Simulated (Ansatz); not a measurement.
# Ge2 (quintet): from Hartree-Fock to the top rungs, aug-cc-pVDZ

How much of the correlation energy of Ge2 (quintet) does each wave-function method recover here?

Program: Ansatz 0.2.0, Gaussian basis. Level of theory: aug-cc-pVDZ, core rule «outside noble gas», up to 28 orbitals frozen. These are calculated values, not measurements.

Plan: UHF; CCSD(T) on ROHF; CCSD(T) on UHF; BCCD(T) on ROHF; CISD as a restricted active space (open shells left free, so some higher excitations enter); CCSDT(Q) on ROHF; CCSDT(Q) on UHF; CASSCF and MRCISD+Q, 8 electrons in 8 orbitals; CASSCF and NEVPT2, 8 electrons in 8 orbitals.

20 further runs of the same task are left out: 11 that didn't finish, 9 set aside as unsound or not needed. Runs told in other sessions of the task aren't counted.

**1. What is computed**

The geometry is a PBE0/def2-TZVPD stationary point (not a proven minimum) of the parent state, kept for this charge and spin. No spin-orbit coupling is included. The filled d shell of Ge may be among the frozen orbitals whatever the setting's name suggests.

2 atoms, charge 0, spin multiplicity 5.

Atoms are counted from 1 here; the program's logs count them from 0.

Bond lengths: Ge1–Ge2 2.526 Å.

**2. UHF**

Contents of in.yaml:

```yaml
crystal:
  periodic: [false, false, false]
  atoms:
    - {symbol: Ge, position_ang: [0.000000, 0.000000, 0.000000]}
    - {symbol: Ge, position_ang: [0.000000, 0.000000, 2.525800]}
basis:
  gaussian: {orbitals: aug-cc-pVDZ}
magnetization: {spin_polarized: true, initial_magnetization: 4}
hamiltonian: {xc: hf}
output: {orbitals: {seedname: orbitals}}
```

On the command line:

```bash
$ ansatz run in.yaml --threads 1 --pin off --events-out ev --progress --plain --max-ram 2393MiB
```

After this run come: CCSD(T) on ROHF; CCSD(T) on UHF; BCCD(T) on ROHF; CISD as a restricted active space (open shells left free, so some higher excitations enter); CCSDT(Q) on ROHF; CCSDT(Q) on UHF; CASSCF and MRCISD+Q, 8 electrons in 8 orbitals; CASSCF and NEVPT2, 8 electrons in 8 orbitals.

**Question.** What will the summary of the whole plan be? Wanted: UCCSDT(Q) from the RHF energy; RMP2 from UCCSDT(Q); UMP2 from UCCSDT(Q); RCCSD from UCCSDT(Q); RCCSD(T) from UCCSDT(Q); UCCSD(T) from UCCSDT(Q); RCCSDT(Q) from UCCSDT(Q); NEVPT2 valence from UCCSDT(Q); MRCISD+Q valence from UCCSDT(Q).

**Answer**, as computed:

| quantity | value |
| --- | --- |
| UCCSDT(Q) from the ROHF energy | -3.9482 eV |
| RMP2 from UCCSDT(Q) | +936.3 meV |
| UMP2 from UCCSDT(Q) | +945.4 meV |
| RCCSD from UCCSDT(Q) | +216.3 meV |
| RCCSD(T) from UCCSDT(Q) | +65.1 meV |
| UCCSD(T) from UCCSDT(Q) | +46.3 meV |
| RCCSDT(Q) from UCCSDT(Q) | +18.9 meV |
| NEVPT2 valence from UCCSDT(Q) | +689.4 meV |
| MRCISD+Q valence from UCCSDT(Q) | +1.1 meV |
| levels within 1 kcal/mol (43 meV) | RCCSDT, UCCSDT, RCCSDT(Q), MRCISD+Q valence |
| T1 diagnostic | 0.018 |
| effectively unpaired electrons | 4.03 |

What this shows: RCCSD(T) lands +65.1 meV from the yardstick (1.6 % of the correlation energy). One determinant dominates. Of the multireference levels listed MRCISD+Q valence comes nearest in total energy (+1.1 meV), which doesn't show that its space is the better one. These misses are within one basis, not against nature; the frozen cores of restricted and unrestricted runs differ, which can shift their rows.

With open shells the CI space here admits some higher excitations, so it is larger than plain CISD.
